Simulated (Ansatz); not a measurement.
Working through a comparison of dispersion corrections of CH₅BO₃, SMILES OBOCO

Program: the Ansatz DFT code, driven from Python.

Interactive session:
```pycon
>>> import ansatz as az
>>> from ase import Atoms
>>> atoms = Atoms(["O", "B", "O", "C", "O", "H", "H", "H", "H", "H"], positions=[
...     (-0.6861, 1.8028, 0.9907),
...     (0.3838, 0.9181, 0.8557),
...     (0.1089, -0.5002, 0.5522),
...     (0.2336, -0.6784, -0.8353),
...     (-0.0666, -2.0474, -1.1348),
...     (-0.9812, 1.8321, 1.9363),
...     (1.5197, 1.3123, 1.0135),
...     (1.1941, -0.4035, -1.2619),
...     (-0.6221, -0.0582, -1.2955),
...     (-1.001, -2.2288, -0.818),
... ])
>>> molecule = az.Crystal.molecule_from_ase(atoms)
>>> calc = molecule.calculation().basis(gaussian="def2-SVP")
>>> for name in ["revpbe", "pbe0"]:
...     for correction in ("d3bj", "d4"):
...         rep = calc.functional(name, dispersion=correction).run().report
...         print(f"{name:8s} {correction:5s} total {rep['free_energy_ev']:.5f} eV, of which dispersion {1000 * rep['dispersion']['energy']['ev']:.2f} meV")
...
revpbe   d3bj  total -7928.60999 eV, of which dispersion -378.67 meV
revpbe   d4    total -7928.73239 eV, of which dispersion -501.07 meV
pbe0     d3bj  total -7922.08796 eV, of which dispersion -121.47 meV
pbe0     d4    total -7922.08334 eV, of which dispersion -116.85 meV
```

Notes:
- Total energies depend on the basis set; only differences at equal settings carry meaning.
- The geometry is a force-field or estimated start, not a minimum of this method, and the basis set is short of its limit. D4 holds the three-body term, and d3bj doesn't.
- The whole script took 6.1 s on 1 thread of AMD EPYC 9B14 (Zen 4), on a shared host, peak memory 0.25 GiB.
